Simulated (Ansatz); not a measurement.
# Ni (P6_3/mmc): cell relaxations under several functionals, by script

Aim: cell relaxations under several functionals, for Ni (P6_3/mmc), run from a script.

This is Ni in the hcp structure; at room conditions it is fcc.

All numbers are computed with Ansatz 0.2.0, driven from Python. The levels of theory stand in the script.

## Step 1: The structure

Symmetry: P6_3/mmc, No. 194, hexagonal system. Conventional cell: a = 2.448 Å, b = 2.448 Å, c = 4.073 Å, α = 90.00°, β = 90.00°, γ = 120.00°. Ni (site symmetry -6m2) has 12 Ni at 2.45 to 2.48 Å in its first shell of neighbours.

The script holds or builds the structure itself.

## Step 2: The code

Contents of run_lattice.py:

```python
"""Relaxed cell of Ni under several functionals."""

import ansatz as az
import numpy as np

def edges_and_angles(cell):
    cell = np.asarray(cell)
    a, b, c = np.linalg.norm(cell, axis=1)
    cosines = cell[1] @ cell[2] / (b * c), cell[0] @ cell[2] / (a * c), cell[0] @ cell[1] / (a * b)
    return (a, b, c, *np.degrees(np.arccos(cosines)))

lattice = az.Lattice.of(
    (2.448023, 0.0, 0.0),
    (-1.224011, 2.12005, 0.0),
    (0.0, 0.0, 4.072808),
)
sites = [
    ("Ni", (1 / 3, 2 / 3, 0.25), 1.0),
    ("Ni", (2 / 3, 1 / 3, 0.75), -1.0),
]
crystal = az.Crystal(lattice=lattice)
for symbol, position, moment in sites:
    crystal = crystal.atom(symbol, position, moment=moment or None)

calc = (
    crystal.calculation()
    .kpoints(15, 15, 8)
    .occupations(az.OccupationsMethod.FERMI_DIRAC, width=0.1)
    .spin("collinear")
    .relax(cell=True)
)

levels = [("blyp", "d3bj"), ("pbesol", "none"), ("lda", "none")]
print("level            a       b       c    alpha   beta  gamma  V/atom  steps")
for name, dispersion in levels:
    seen = []
    run = calc.functional(name, dispersion=dispersion).session().plan()
    outcome = run.execute(on_event=lambda e: seen.append(e) if e["event"] == "relax_step" else None)
    cell = outcome.lattice.cell_ang
    label = name if dispersion == "none" else f"{name}+{dispersion}"
    print("{:13s} {:7.4f} {:7.4f} {:7.4f} {:6.2f} {:6.2f} {:6.2f}".format(label, *edges_and_angles(cell)), f"{abs(np.linalg.det(cell)) / len(outcome.lattice.sites):7.3f} {len(seen):5d}")
```

## Step 3: The run

Launch:

```console
> python run_lattice.py
```

The log of the run:

```text
level            a       b       c    alpha   beta  gamma  V/atom  steps
DeckWarning: basis.ecutwfc = 420 eV, auto-derived from the records' recommended cutoffs: set by Ni (normal level)
RunWarning: the starting moments were not kept: 1 of 2 ended reversed and 1 kept their direction, counting a site from 0.1 of the cell's largest site moment. The largest reversed, site 1 (counted from 0, in the order of the report's site_moments_mub), started with -1.0 μB and closes at +6.4e-1 μB in its sphere. The starting moments cancel, and the net magnetisation is 1.3e0 μB in size, over 0.1 of its absolute magnetisation of 1.3e0 μB. The SCF closed on another magnetic arrangement than the starting moments describe; that does not show which of the two is lower. To try another start: change the starting moments (crystal.atoms[].spin, magnetization.per_species, [...]
blyp+d3bj      2.4607  2.4607  4.0376  90.00  90.00 120.00  10.586     6
pbesol         2.4496  2.4496  4.0147  90.00  90.00 120.00  10.432     5
lda            2.4219  2.4219  3.9686  90.00  90.00 120.00  10.079     6
```

(Warnings from the package without file and line, shortened, repeats left out.)

Wall time 5.8 min (1 thread of Arm Neoverse V1, shared host); peak memory 0.52 GiB.

## Step 4: What each run gave

From the records of these 3 runs:

```csv
run,functional,dispersion,energy (eV/atom),final volume (Å³/atom),pressure (GPa),moment (μB/cell),SCF cycles in all,CPU time (s)
1,blyp,d3bj,-5849.3241,10.59,0.00,1.23,57,120
2,pbesol,none,-5804.9796,10.43,0.01,1.26,52,110
3,lda,none,-5773.3837,10.08,-0.02,-1.20,63,130
```

Energies are free energies F = E - TS of the smeared occupations. Totals under unlike functionals or potentials can't be compared directly.

## Step 5: How the relaxation of run 1 went

Step by step:

```
step  E - E(step 1) (eV/cell)  largest force component (eV/Å)  pressure (GPa)  volume (Å³)
   1                   0.0000                          0.0000            0.40        21.14
   2                  -0.0011                          0.0000            0.22        21.15
   3                  -0.0021                          0.0000            0.17        21.16
   4                  -0.0020                          0.0000           -0.13        21.19
   5                  -0.0021                          0.0000            0.00        21.17
   6                  -0.0021                          0.0000            0.00        21.17
```

Step 1 is the start. Step 6 repeats the geometry before it on a plane-wave basis chosen anew for that cell, so its energy need not be comparable with the rows above.

|  | before | after | change |
| --- | --- | --- | --- |
| a (Å) | 2.448 | 2.461 | +0.5 % |
| b (Å) | 2.448 | 2.461 | +0.5 % |
| c (Å) | 4.073 | 4.038 | -0.9 % |
| volume (Å³/atom) | 10.57 | 10.59 | +0.2 % |
| shortest distance (Å) | 2.448 | 2.461 | +0.5 % |
| space group (0.01 Å) | P6_3/mmc | P6_3/mmc | same |

## Step 6: The relaxation of run 3, step by step

The steps of the relaxation:

| step | E - E(step 1) (eV/cell) | largest force component (eV/Å) | pressure (GPa) | volume (Å³) |
| --- | --- | --- | --- | --- |
| 1 | 0.0000 | 0.0000 | -10.57 | 21.14 |
| 2 | -0.0272 | 0.0000 | -5.53 | 20.64 |
| 3 | -0.0370 | 0.0000 | 0.72 | 20.10 |
| 4 | -0.0370 | 0.0000 | -0.01 | 20.16 |
| 5 | -0.0371 | 0.0000 | 0.00 | 20.16 |
| 6 | -0.0364 | 0.0000 | -0.02 | 20.16 |

Step 1 is the start. Step 6 repeats the geometry before it on a plane-wave basis chosen anew for that cell, so its energy need not be comparable with the rows above.

|  | before | after | change |
| --- | --- | --- | --- |
| a (Å) | 2.448 | 2.422 | -1.1 % |
| b (Å) | 2.448 | 2.422 | -1.1 % |
| c (Å) | 4.073 | 3.969 | -2.6 % |
| volume (Å³/atom) | 10.57 | 10.08 | -4.6 % |
| shortest distance (Å) | 2.448 | 2.422 | -1.1 % |
| space group (0.01 Å) | P6_3/mmc | P6_3/mmc | same |

## Step 7: Outcome

```
      quantity                                     value
 runs compared                                         3
relaxed volume  10.08 (lda) to 10.59 Å³/atom (blyp d3bj)
```

**Reading.** From smallest to largest: LDA (10.08 Å³ an atom, -4.6 % against the start), PBEsol (10.43 Å³ an atom, -1.3 % against the start) and BLYP+D3BJ (10.59 Å³ an atom, +0.2 % against the start). The spread is 5.0 % in volume. In run 1, the volume grew by 0.2 % over 4 moves, and the space group stayed P6_3/mmc. In run 3, over 4 moves the cell shrank by 4.6 % in volume, and the space group stayed P6_3/mmc. The SCF didn't keep the moments it started from (some shrank, vanished or turned); what is printed is the state reached. Forces vanish by symmetry, so the ions can't move, and the end may be a saddle. BLYP and dispersion corrections can be off by several per cent in the lattices of metals, and by several GPa in the pressure at a fixed cell. This isn't the structure that Ni takes at ambient conditions. The starting moments were not kept in at least one run, so it stands on a weaker or other magnetic state than the one typed.
